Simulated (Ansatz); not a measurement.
SnSe2:

```
Sn Se
1.0
     3.81100    0.00000    0.00000
    -1.90550    3.30042    0.00000
     0.00000    0.00000    6.13600
Sn Se
1 2
Cartesian
  0.0000 0.0000 0.0000
  1.9055 1.1001 4.6081
  0.0000 2.2003 1.5279
```

| Item | Value |
| --- | --- |
| Program | Ansatz 0.2.0 |
| Task | relaxation of cell and atoms |
| Functional | m-r2SCAN |
| Potentials or basis | Ansatz PAW |
| Cutoff | 500 eV (not typed: the program's choice for these potentials) |
| k mesh | 8 × 8 × 5 |
| Occupations | fermi-dirac, width 0.05 eV |
| Spin | no spin polarisation |

At the start: volume 25.73 Å³/atom.

Problem. Where does the relaxation end?

Solution. It ends after 7 steps and the volume is 27.77 Å³/atom (+8.0 %); space group P-3m1 (No. 164, to 0.05 Å).

The path:
```
step  energy change (eV)  largest force (eV/Å)  volume (Å³)
   1              0.0000                0.5174        77.18
   2             -0.0433                0.0069        80.18
   3             -0.0491                0.0150        81.91
   4             -0.0510                0.0145        82.52
   5             -0.0514                0.0053        83.17
   6             -0.0514                0.0004        83.32
   7             -0.0518                0.0001        83.32
```

Final structure:
```
Sn Se
1.0
     3.84085    0.00000    0.00000
    -1.92043    3.32628    0.00000
     0.00000    0.00000    6.52173
Sn Se
1 2
Direct
  0.00000 0.00000 0.00000
  0.66667 0.33333 0.75871
  0.33333 0.66667 0.24129
```

Caveat: the plane-wave basis is chosen anew once the cell has moved, so the energies of steps on either side of that aren't comparable; the PAW data sets come from PBE, with cores solved anew for the run's functional, which leaves a small shift of forces and pressure.
